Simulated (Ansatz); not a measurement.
Consider a formation energy from the elements of IrRh3 and its elements (the Python package of Ansatz (0.2.0)).

`run_formation.py`
```python
"""Is IrRh3 bound against its elements, after relaxing cells and atoms."""

from collections import Counter
import warnings

import ansatz as az
import numpy as np

PHASES = {
    "IrRh3": (
        [(3.81706, 0.0, 0.0), (0.0, 3.81706, 0.0), (0.0, 0.0, 3.81706)],
        [
            ("Ir", (0.0, 0.0, 0.0)),
            ("Rh", (0.0, 0.5, 0.5)),
            ("Rh", (0.5, 0.0, 0.5)),
            ("Rh", (0.5, 0.5, 0.0)),
        ],
    ),
    "Ir": (
        [(0.0, 1.9156, 1.9156), (1.9156, 0.0, 1.9156), (1.9156, 1.9156, 0.0)],
        [
            ("Ir", (0.0, 0.0, 0.0)),
        ],
    ),
    "Rh": (
        [(0.0, 1.89785, 1.89785), (1.89785, 0.0, 1.89785), (1.89785, 1.89785, 0.0)],
        [
            ("Rh", (0.0, 0.0, 0.0)),
        ],
    ),
}


def build(vectors, sites):
    crystal = az.Crystal(lattice=az.Lattice.of(vectors))
    for symbol, position in sites:
        crystal = crystal.atom(symbol, position)
    return crystal


def solve(name, crystal):
    calc = (
        crystal.calculation()
        .functional("PBEsol")
        .basis(20 * az.Ha)
        .kpoints(spacing=0.39)
        .occupations("cold", width=0.05)
        .stress()
    )
    calc = calc.relax(force_tolerance=0.01, cell=True)
    return calc.run(threads=1, pin="off")


def counts(outcome):
    return Counter(site.symbol for site in outcome.lattice.sites)

def formation_energy(outcome, mu):
    n = counts(outcome)
    return (outcome.report["energy_sigma0_ev"] - sum(k * mu[element] for element, k in n.items())) / sum(n.values())


def volume_per_atom(outcome):
    return abs(np.linalg.det(outcome.lattice.cell_ang)) / len(outcome.lattice.sites)

warnings.simplefilter("ignore", az.DeckWarning)

phases = {name: build(*cell) for name, cell in PHASES.items()}

done = {}
for name, crystal in phases.items():
    done[name] = solve(name, crystal)
    print(f"{name}: {done[name].report['energy_sigma0_ev']:.4f} eV, {len(done[name].lattice.sites)} atoms")

# chemical potentials of the elements at zero temperature
references = {"Ir": "Ir", "Rh": "Rh"}
mu = {element: done[name].report["energy_sigma0_ev"] / len(done[name].lattice.sites) for element, name in references.items()}

target = done["IrRh3"]
heat = formation_energy(target, mu)
for element, value in mu.items():
    print(f"mu({element}) = {value:.4f} eV from {references[element]}, {volume_per_atom(done[references[element]]):.2f} A^3/atom")
print(f"formation energy of IrRh3: {heat:.4f} eV/atom = {96.4853 * heat:.1f} kJ/mol of atoms")
```

Is IrRh3 bound against its elements at this level, and by how much?

The formation energy is -0.076 eV an atom (-7.3 kJ per mole of atoms), so IrRh3 lies below the reference phases.

The run itself:

`python run_formation.py` gives:
```text
IrRh3: -30815.3982 eV, 4 atoms
Ir: -11798.9584 eV, 1 atoms
Rh: -6338.7119 eV, 1 atoms
mu(Ir) = -11798.9584 eV from Ir, 14.10 A^3/atom
mu(Rh) = -6338.7119 eV from Rh, 13.54 A^3/atom
formation energy of IrRh3: -0.0760 eV/atom = -7.3 kJ/mol of atoms
```

Notes:
- The settings weren't tested for convergence.
- For the metals among these phases the mesh is modest: differences between phases can be off by up to 40 meV an atom.
- Spin-orbit coupling, which matters for elements this heavy, is left out.
- The cells come from databases of deposited and of computed structures, and not all need be stable phases.
- The compound is the structure given, not necessarily its lowest; energies are at zero temperature, with no correction for gases. A semilocal functional's error on such energies is often 0.05 to 0.1 eV an atom, and 0.1 to 0.3 eV against gases such as O2 or F2.
- Wall time of the script: 12 s on 1 thread of Arm Neoverse V2, with other jobs on the host, peak memory 0.42 GiB.

(Lines on the test bed's own set-up are left out of the output.)
